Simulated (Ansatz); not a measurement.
**AlAs+ (quartet): from Hartree-Fock to the top rungs at distance Al1–As2 = 4.859 Å, cc-pVDZ**

How much of the correlation energy of AlAs+ (quartet) does each wave-function method recover here?

Computed with Ansatz 0.2.0, Gaussian basis. Level: cc-pVDZ, core rule «outside noble gas», up to 19 orbitals frozen.

The runs, in order: UHF; CCSD(T) on ROHF; CCSD(T) on UHF; BCCD(T) on ROHF; CISD; CCSDT(Q) on ROHF; CCSDT(Q) on UHF; CASSCF and MRCISD+Q, 5 electrons in 5 orbitals; CASSCF and NEVPT2, 5 electrons in 5 orbitals; CASSCF and MRCISD+Q, 7 electrons in 8 orbitals; CASSCF and NEVPT2, 7 electrons in 8 orbitals; Full CI.

16 further runs of the same task are left out: 2 for a known fault of the program, 13 that didn't finish, 1 set aside as unsound or not needed.

## Step 1: What is computed

The geometry derives from a PBE0/def2-TZVP stationary point (not a proven minimum). One bond is set to the value named and the two fragments are kept rigid. No spin-orbit coupling is included. The filled d shell of As may be among the frozen orbitals whatever the setting's name suggests; the logs give the count.

2 atoms, charge 1, spin multiplicity 4.

Atoms are counted from 1 here; the program's logs count them from 0.

No contacts short enough for the rule that draws bonds.

## Step 2: UHF

File in.yaml:

```yaml
crystal:
  periodic: [false, false, false]
  atoms:
    - {symbol: Al, position_ang: [0.000000, 0.000000, 0.000000]}
    - {symbol: As, position_ang: [0.000000, 0.000000, 4.859000]}
basis:
  gaussian: {orbitals: cc-pVDZ}
total_charge: 1
magnetization: {spin_polarized: true, initial_magnetization: 3}
hamiltonian: {xc: hf}
output: {orbitals: {seedname: orbitals}}
```

Run with:

```bash
> ansatz run in.yaml --threads 1 --pin off --events-out ev --progress --plain --max-ram 2393MiB
```

Further steps of the session: CCSD(T) on ROHF; CCSD(T) on UHF; BCCD(T) on ROHF; CISD; CCSDT(Q) on ROHF; CCSDT(Q) on UHF; CASSCF and MRCISD+Q, 5 electrons in 5 orbitals; CASSCF and NEVPT2, 5 electrons in 5 orbitals; CASSCF and MRCISD+Q, 7 electrons in 8 orbitals; CASSCF and NEVPT2, 7 electrons in 8 orbitals; Full CI.

**Question.** What will the summary of the whole plan be? Wanted: FCI below the RHF energy; RMP2 from FCI; UMP2 from FCI; RCCSD from FCI; RCCSD(T) from FCI; UCCSD(T) from FCI; RCCSDT(Q) from FCI; UCCSDT(Q) from FCI; NEVPT2 pair from FCI.

As calculated:

```
                         quantity                                                                                                             value
         FCI below the RHF energy                                                                                                        -2.9818 eV
                    RMP2 from FCI                                                                                                      +76.8 kJ/mol
                    UMP2 from FCI                                                                                                      +75.4 kJ/mol
                   RCCSD from FCI                                                                                                       +2.9 kJ/mol
                RCCSD(T) from FCI                                                                                                       +0.8 kJ/mol
                UCCSD(T) from FCI                                                                                                       -0.8 kJ/mol
               RCCSDT(Q) from FCI                                                                                                        0.0 kJ/mol
               UCCSDT(Q) from FCI                                                                                                       -1.5 kJ/mol
             NEVPT2 pair from FCI                                                                                                      +72.7 kJ/mol
           MRCISD+Q pair from FCI                                                                                                       -4.1 kJ/mol
          NEVPT2 valence from FCI                                                                                                      +41.7 kJ/mol
levels within 1 kcal/mol (43 meV)  RCCSD, UCCSD, RCCSD(T), UCCSD(T), BCCD(T), RCCSDT, UCCSDT, RCCSDT(Q), UCCSDT(Q), MRCISD+Q pair, MRCISD+Q valence
                    T1 diagnostic                                                                                                             0.005
   effectively unpaired electrons                                                                                                              3.07
```

RCCSD(T) misses by +0.8 kJ/mol, 0.3 % of the correlation energy. UCCSD(T), UCCSDT, UCCSDT(Q), MRCISD+Q pair, MRCISD+Q valence fall below full CI: unrestricted runs freeze a spin-polarised core, another one than full CI's, and coupled cluster isn't variational. One determinant dominates. Of the multireference levels listed MRCISD+Q valence comes nearest in total energy (-4.1 kJ/mol), which doesn't show that its space is the better one. These misses are within one basis, not against nature; the frozen cores of restricted and unrestricted runs differ, which can shift their rows.
